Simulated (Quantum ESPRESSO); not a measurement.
Crystal: HfB.

```
CELL_PARAMETERS angstrom
0.00000 2.31000 2.31000
2.31000 0.00000 2.31000
2.31000 2.31000 0.00000
ATOMIC_POSITIONS crystal
Hf 0.50000 0.50000 0.50000
B 0.00000 0.00000 0.00000
```

- Program: Quantum ESPRESSO 7.5
- Task: phonons
- Functional: PBE
- Potentials or basis: GBRV 1.5 PBE
- Cutoff: 612 eV
- Density cutoff: 4898 eV
- k mesh: 10 × 10 × 10
- Occupations: cold, width 0.2 eV
- Spin: no spin polarisation
- Target pressure: 40 GPa
- Mixing beta: 0.5
- Most SCF iterations: 120
- SCF threshold: 4e-10 Ry

The cell and the atoms were relaxed first at 40 GPa, to 11.96 Å³/atom (a = 3.234 Å, b = 3.234 Å, c = 3.234 Å, α = 60.00°, β = 60.00°, γ = 60.00°), and the response was taken there.

Problem. What is the highest optical frequency at the zone centre?

Solution. 559 cm⁻¹, a mode of symmetry T1u (IR).

Optical modes at Γ, degenerate ones joined:
```
cm⁻¹  components  symmetry  active in
 559           3       T1u         IR
```

Caveat: the cell is more than 3 GPa from zero pressure, which shifts response properties.
